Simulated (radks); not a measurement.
# La⁴⁰⁺ in [Ne] 3s2 3p5: an all-electron calculation

One table from this session's results is given with a row withheld; the runs are named, their logs left out.

The numbers are computed with radks (a radial shooting solver on a logarithmic mesh, Libxc functionals) version 1 (non-relativistic Kohn-Sham, SCAN, spin-unpolarised, spherical densities, point nucleus), except any that are marked as measured or tabulated.

## The atom as given

| Item | Value |
| --- | --- |
| element | lanthanum (Z = 57) |
| charge | +40 |
| electrons | 17 |
| configuration | [Ne] 3s2 3p5 |

The outer shells:

La⁴⁰⁺
```
[Ne] core
3s [↑↓]
3p [↑↓][↑↓][↑ ]
```

Set-up of the first run:

Input:

```text
Z 57
configuration [Ne] 3s2 3p5 4s0 3d0
relativity non-relativistic
functional scan,scan
spin unpolarised
nucleus point
```

Started as:

```sh
$ python run_ks.py task.json out
```

The same process makes all the runs of this session.

One of the session's tables, all rows but one given; the rest of the session is left out.

It belongs to the step «Radial structure». Radial moments (bohr):

| level | <r> | outermost maximum (interpolated) | 90 % within | nodes |
| --- | --- | --- | --- | --- |
| 1s | 0.02665 | 0.0177 | 0.0474 | 0 |
| 2s | ? | ? | ? | ? |
| 2p | 0.09583 | 0.0754 | 0.155 | 0 |
| 3s | 0.2725 | 0.258 | 0.394 | 2 |
| 3p | 0.2596 | 0.244 | 0.383 | 1 |
| 3d | 0.2260 | 0.191 | 0.344 | 0 |
| 4s | 0.5123 | 0.512 | 0.721 | 3 |

Q: Estimate the row for 2s from the others.

The run gave: <r>: 0.1127; outermost maximum (interpolated): 0.0966; 90 % within: 0.173; nodes: 1. In the column «<r>» it lies between 2p (0.09583) and 3d (0.2260).

To keep in mind: Relativity is left out here, which matters for elements this heavy. Spin polarisation and multiplet splitting are left out.
